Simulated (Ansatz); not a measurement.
# Na: phonons and Grüneisen parameters

How does the lattice vibrate, and how do the modes shift with volume? Displacements sample a 4×4×4 mesh. Runs: reference run (LAPW); volume scaled by 0.985 (LAPW); volume scaled by 1.015 (LAPW); mode Grüneisen parameters (LAPW). Companion runs by PAW are cited.

Method: DFT PBEsol, all-electron LAPW, scalar-relativistic unless said, in Ansatz 0.2.0.

## Step 1: The system as given

The structure is cubic, space group Im-3m (No. 229). The conventional cell has a = 4.169 Å, b = 4.169 Å, c = 4.169 Å, α = 90.00°, β = 90.00°, γ = 90.00°. Na (site symmetry m-3m) is surrounded by 8 Na at 3.61 Å.

As a file:

```cif
data_structure
_symmetry_space_group_name_H-M 'Im-3m'
_symmetry_Int_Tables_number 229
_cell_length_a 4.1689
_cell_length_b 4.1689
_cell_length_c 4.1689
_cell_angle_alpha 90.000
_cell_angle_beta 90.000
_cell_angle_gamma 90.000
_cell_volume 72.45
loop_
_atom_site_label
_atom_site_type_symbol
_atom_site_symmetry_multiplicity
_atom_site_Wyckoff_symbol
_atom_site_fract_x
_atom_site_fract_y
_atom_site_fract_z
_atom_site_occupancy
Na1 Na 2 a 0.00000 0.00000 0.00000 1
```

Cartesian axes are those of the input's lattice vectors. The structure goes back to a database entry.

## Step 2: Reference run, LAPW

The input, input.yaml:

```yaml
crystal:
  lattice:
    - [-2.08445237583, 2.08445237583, 2.08445237583]
    - [2.08445237583, -2.08445237583, 2.08445237583]
    - [2.08445237583, 2.08445237583, -2.08445237583]
  atoms:
    - { symbol: Na, position: [0.0, 0.0, 0.0] }
kpoints:
  mp_grid: { grid: [16, 16, 16] }
scf:
  occupations: { method: fermi_dirac, width: 0.05 }
hamiltonian:
  xc: pbesol
  pseudopotentials: { kind: all_electron, lapw: { basis_error: 0.001 } }
phonons:
  qmesh: [4, 4, 4]
  qpath:
    path:
      - [0.0, 0.0, 0.0]
      - [0.5, -0.5, 0.5]
      - [0.0, 0.0, 0.5]
      - [0.0, 0.0, 0.0]
      - [0.25, 0.25, 0.25]
      - [0.5, -0.5, 0.5]
      - [0.25, 0.25, 0.25]
      - [0.0, 0.0, 0.5]
    npoints: 6
  temperatures: { t_min: 0, t_max: 1000, t_step: 100 }
```

Launch:

```bash
ansatz run input.yaml --threads 2 --pin off --max-ram 5120MiB --backend cpu --events-out ev --progress --plain --runs-dir out
```

## Step 3: Volume scaled by 0.985, LAPW

input.yaml, as its differences from that of step 2:

```diff
@@ -2,5 +2,5 @@
   lattice:
-    - [-2.08445237583, 2.08445237583, 2.08445237583]
-    - [2.08445237583, -2.08445237583, 2.08445237583]
-    - [2.08445237583, 2.08445237583, -2.08445237583]
+    - [-2.07397756399, 2.07397756399, 2.07397756399]
+    - [2.07397756399, -2.07397756399, 2.07397756399]
+    - [2.07397756399, 2.07397756399, -2.07397756399]
   atoms:
```

## Step 4: Volume scaled by 1.015, LAPW

input.yaml, as its differences from that of step 3:

```diff
@@ -2,5 +2,5 @@
   lattice:
-    - [-2.07397756399, 2.07397756399, 2.07397756399]
-    - [2.07397756399, -2.07397756399, 2.07397756399]
-    - [2.07397756399, 2.07397756399, -2.07397756399]
+    - [-2.09482295636, 2.09482295636, 2.09482295636]
+    - [2.09482295636, -2.09482295636, 2.09482295636]
+    - [2.09482295636, 2.09482295636, -2.09482295636]
   atoms:
```

(Steps that only read results are left out.)

Q: Predict the outcome of this session. Wanted: highest mode on the mesh, without the LO shift.

**Answer**, as computed:

```
                                             quantity     value
highest mode on the mesh, without the LO shift (LAPW)  131 cm⁻¹
             mean Grüneisen parameter at 300 K (LAPW)      1.20
```

No mode on the mesh is unstable; the highest lies at 131 cm⁻¹ by LAPW. Weighted by heat capacity at 300 K the mean Grüneisen parameter of the sampled modes is 1.20, which points to expansion on heating. PAW differs from LAPW by at most 0.1 cm⁻¹. Each set of modes is computed in the harmonic approximation. Cautions: responses of metals move with mesh and smearing.
